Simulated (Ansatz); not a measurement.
Write a Python script for Ansatz's Python interface that makes a short molecular-dynamics run of PbS, space group Fm-3m. Use: r2SCAN, PAW, the default cutoff (500 eV here), 3×3×3 k-points, Fermi-Dirac smearing of 0.1 eV.

Contents of `pbs.extxyz`:
```text
2
Lattice="0.0 2.96575 2.96575 2.96575 0.0 2.96575 2.96575 2.96575 0.0" Properties=species:S:1:pos:R:3 pbc="T T T"
Pb    0.00000000    0.00000000    0.00000000
S     2.96575000    2.96575000    2.96575000
```

The script, `pbs.py`:
```python
"""A few tens of MD steps for PbS."""

import argparse

import ansatz as az
from ase import Atoms
from ase.neighborlist import neighbor_list
import numpy as np

parser = argparse.ArgumentParser(description="A few tens of MD steps for PbS.")
parser.add_argument("--xc", required=True, help="exchange-correlation functional")
parser.add_argument("--scf-tol", type=float, required=True, help="SCF control")
parser.add_argument("--kmesh", type=int, nargs=3, required=True, help="k-point sampling")
parser.add_argument("--n-steps", type=int, required=True, help="dynamics")
parser.add_argument("--temperature-k", type=int, required=True, help="dynamics")
args = parser.parse_args()

xtal = az.Crystal.from_extxyz("pbs.extxyz")

# a small cell and a short run: a test of the set-up, no statistics
base = (
    xtal.supercell(2, 2, 1).calculation()
    .occupations(az.OccupationsMethod.FERMI_DIRAC)
    .functional(args.xc)
    .scf(tolerance=args.scf_tol)
    .kpoints(*args.kmesh)
    .md("nvt_langevin", timestep=1.0, steps=args.n_steps, temperature=args.temperature_k, initial_velocities="maxwell_boltzmann", seed=795)
)
steps = []


def follow(event):
    if event["event"] != "md_step":
        return
    row = event["data"]
    steps.append(row)
    print(f"t = {row['time_fs']:6.1f} fs  E_pot = {row['lagrangian_ev']:.4f} eV  E_kin = {row['e_kin_ev']:.4f} eV  T = {row['temperature_k']:7.1f} K")


result = base.session().plan(threads=1).execute(on_event=follow)
summary = result.report

temperature = np.array([s["temperature_k"] for s in steps])
print(f"mean temperature of the second half {temperature[len(steps) // 2 :].mean():.1f} K")

symbols = [site.symbol for site in result.lattice.sites]
pairs = np.concatenate([neighbor_list("d", Atoms(symbols, positions=s["positions_ang"], cell=result.lattice.cell_ang, pbc=True), 4.5) for s in steps[len(steps) // 2 :]])
counts, edges = np.histogram(pairs, bins=np.arange(0.5, 4.51, 0.25))
for low, count in zip(edges, counts / (len(symbols) * len(steps[len(steps) // 2 :]))):
    print(f"{low:4.2f}-{low + 0.25:4.2f} A  {count:6.2f} neighbours an atom")

track = np.array([s["positions_ang"] for s in steps])
names = np.array([site.symbol for site in result.lattice.sites])
for name in sorted(set(names)):
    msd = ((track[:, names == name] - track[0, names == name]) ** 2).sum(axis=2).mean(axis=1)
    print(f"mean square displacement of {name} (A^2):", np.round(msd[:: max(len(msd) // 6, 1)], 4))

print("last positions (A) and velocities (A/fs)")
for site, xyz, vel in zip(result.lattice.sites, steps[-1]["positions_ang"], steps[-1]["velocities_ang_fs"]):
    print(f"{site.symbol:2s}", " ".join(f"{v:8.4f}" for v in xyz), " ", " ".join(f"{v:9.5f}" for v in vel))
```

Running `python pbs.py --xc r2scan --scf-tol 1e-08 --kmesh 3 3 3 --n-steps 10 --temperature-k 2000` prints:
```text
DeckWarning: md: disabling space-group detection — thermal motion breaks the input geometry's symmetry, so no spatial operation reduces the k-mesh or symmetrises the density; time reversal is kept, [...]
DeckWarning: basis.ecutwfc = 500 eV, auto-derived from the records' recommended cutoffs: set by Pb (their level for a meta-GGA)
t =    0.0 fs  E_pot = -51312.0026 eV  E_kin = 1.8096 eV  T =  1750.0 K
t =    1.0 fs  E_pot = -51312.0022 eV  E_kin = 1.9386 eV  T =  1874.7 K
t =    2.0 fs  E_pot = -51312.0007 eV  E_kin = 1.8416 eV  T =  1781.0 K
t =    3.0 fs  E_pot = -51311.9980 eV  E_kin = 1.9200 eV  T =  1856.7 K
t =    4.0 fs  E_pot = -51311.9940 eV  E_kin = 2.1131 eV  T =  2043.4 K
t =    5.0 fs  E_pot = -51311.9883 eV  E_kin = 2.1195 eV  T =  2049.7 K
t =    6.0 fs  E_pot = -51311.9809 eV  E_kin = 2.1844 eV  T =  2112.4 K
t =    7.0 fs  E_pot = -51311.9721 eV  E_kin = 2.0427 eV  T =  1975.4 K
t =    8.0 fs  E_pot = -51311.9620 eV  E_kin = 1.9994 eV  T =  1933.5 K
t =    9.0 fs  E_pot = -51311.9505 eV  E_kin = 1.8095 eV  T =  1749.9 K
t =   10.0 fs  E_pot = -51311.9373 eV  E_kin = 1.7889 eV  T =  1730.0 K
mean temperature of the second half 1925.2 K
0.50-0.75 A    0.00 neighbours an atom
0.75-1.00 A    0.00 neighbours an atom
1.00-1.25 A    0.00 neighbours an atom
1.25-1.50 A    0.00 neighbours an atom
1.50-1.75 A    0.00 neighbours an atom
1.75-2.00 A    0.00 neighbours an atom
2.00-2.25 A    0.00 neighbours an atom
2.25-2.50 A    0.00 neighbours an atom
2.50-2.75 A    0.00 neighbours an atom
2.75-3.00 A    3.92 neighbours an atom
3.00-3.25 A    2.08 neighbours an atom
3.25-3.50 A    0.00 neighbours an atom
3.50-3.75 A    0.00 neighbours an atom
3.75-4.00 A    0.00 neighbours an atom
4.00-4.25 A   10.67 neighbours an atom
4.25-4.50 A    1.33 neighbours an atom
mean square displacement of Pb (A^2): [0.     0.     0.0001 0.0002 0.0004 0.0007 0.0009 0.0013 0.0016 0.002
 0.0024]
mean square displacement of S (A^2): [0.     0.0001 0.0005 0.001  0.0018 0.003  0.0045 0.0062 0.0082 0.0106
 0.0134]
last positions (A) and velocities (A/fs)
Pb  -0.0204  -0.0193   0.0103    -0.00181  -0.00210   0.00150
S    2.9146   2.8486   2.9888    -0.00572  -0.01127   0.00456
Pb   3.0016   0.0436   2.9409     0.00211   0.00286  -0.00231
S    5.9564   2.8965   5.9881     0.00241  -0.00748   0.00645
Pb   0.0264   2.9687   2.9833     0.00179   0.00055   0.00163
S    2.9932   5.8730   6.0698     0.00127  -0.00549   0.01547
Pb   2.9200   2.9757   5.8907    -0.00438  -0.00023  -0.00357
S    5.9769   5.8934   8.8620     0.00454  -0.00696  -0.00508
```
(Warnings from the package without file and line, shortened.)

Reading the output:
- Absolute energies stand on the zero of these potentials, so only differences at equal settings mean something. A total without «per atom» is that of the cell as typed.
- Of the deposited cell: the entry's cell lengths or inner coordinates differ somewhat from later room-temperature determinations.
- Spin-orbit coupling, which matters for elements this heavy, is left out.
- The starting cell is as deposited in a crystallographic database; the results hold for this polymorph, which needn't be the stable one.
- A small cell, a coarse mesh and a very short run: it shows the set-up and gives no equilibrium averages.
- Hardware and time: 7.2 min on 1 thread of Arm Neoverse V1, on a shared host, peak memory 1.2 GiB.

(Lines on the test bed's own set-up are left out of the output.)
